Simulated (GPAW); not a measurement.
Here is a GPAW 26.7.0 calculation.

Contents of run.py:

```python
from ase import Atoms
from ase.dft.bandgap import bandgap
from ase.io import write
from ase.units import Bohr, GPa
from ase.parallel import parprint
from gpaw import GPAW, PW, setup_paths
from gpaw.elf import elf_from_dft_calculation

setup_paths.insert(0, '.')

atoms = Atoms(['Ta', 'Ta', 'As', 'As'],
              cell=[[-1.7218133622, 1.7218133622, 5.8679415361],
                    [1.7218133622, -1.7218133622, 5.8679415361],
                    [1.7218133622, 1.7218133622, -5.8679415361]],
              scaled_positions=[[0.4999673, 0.4999673, 0.0],
                                [0.2499673, 0.7499673, 0.5],
                                [0.08263212, 0.08263212, 0.0],
                                [0.83263212, 0.33263212, 0.5]],
              pbc=True)

calc = GPAW(mode=PW(600),
            xc='PBEsol',
            kpts={'size': (11, 11, 11), 'gamma': True},
            occupations={'name': 'fermi-dirac', 'width': 0.05},
            nbands=34,
            convergence={'density': 1e-05, 'energy': 1e-05},
            maxiter=150,
            txt='gpaw.txt')
atoms.calc = calc
energy = atoms.get_potential_energy()
forces = atoms.get_forces()
stress = atoms.get_stress()
calc.write('gs.gpw')
write('result.traj', atoms)
parprint(f'Energy: {energy:.6f} eV')
parprint('Forces (eV/A):')
parprint(forces.round(4))
parprint('Stress (GPa):', (stress / GPa).round(3))
parprint('Fermi level:', round(calc.get_fermi_level(), 4), 'eV')
parprint(f'Gap: {bandgap(calc)[0]:.4f} eV, direct: {bandgap(calc, direct=True)[0]:.4f} eV')

# fields on the real-space grid
write('density.cube', atoms, data=calc.get_pseudo_density() * Bohr**3)
write('potential.cube', atoms, data=calc.get_electrostatic_potential())
write('elf.cube', atoms, data=elf_from_dft_calculation(calc).data)
```

Potentials or basis: PAW data sets generated in the run's folder for this functional, pw.

Run with:

```console
$ gpaw-setup -f PBEsol As Ta
$ OMP_NUM_THREADS=1 mpirun -n 4 gpaw python run.py
```

Estimate the band gap on the k mesh.

none (metal or under the smearing width).

What does it give for the largest force?

0.022 eV/Å.

Predict the pressure.

-3.2 GPa.

Forces in eV/Å, atoms in the order of the input:
```
Ta   0.000  0.000  0.022
Ta   0.000  0.000  0.022
As   0.000  0.000 -0.022
As   0.000  0.000 -0.022
```

Caveat: the program warned that so skewed a cell can give wrong results. Spin-orbit coupling is left out, which matters for the levels of Ta.
